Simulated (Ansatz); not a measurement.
Ti3S2:

```
Ti S
1.0
     2.71311    1.56642    3.23762
    -2.71311    1.56642    3.23762
     0.00000   -3.13283    3.23762
Ti S
3 2
Direct
  0.00000 0.33565 0.66434
  0.66434 0.00000 0.33565
  0.33565 0.66434 0.00000
  0.16784 0.16784 0.16784
  0.83216 0.83216 0.83216
```

The cell comes from a database or a generator and needn't be the stable form of this composition.

Base run:

```yaml
Program: Ansatz 0.2.0
Functional: LDA
Potentials_or_basis: Ansatz PAW
Cutoff: "420 eV (not typed: the program's choice for these potentials)"
k_mesh: 6 × 6 × 6
Occupations: fermi-dirac, width 0.05 eV
Spin: no spin polarisation
```

Its results: band gap on the k mesh none (metal or under the smearing width); pressure -7.8 GPa; largest force 0.096 eV/Å.

The run is repeated on the same cell with these changes: functional from LDA to r2SCAN; cutoff from 420 eV (not typed: the program's choice for these potentials) to 500 eV (not typed: the program's choice for these potentials). What comes out?

Band gap on the k mesh none (metal or under the smearing width); pressure -0.4 GPa; largest force 0.049 eV/Å.

Caveats: the PAW data sets come from PBE, with cores solved anew for the run's functional, which leaves a small shift of forces and pressure.
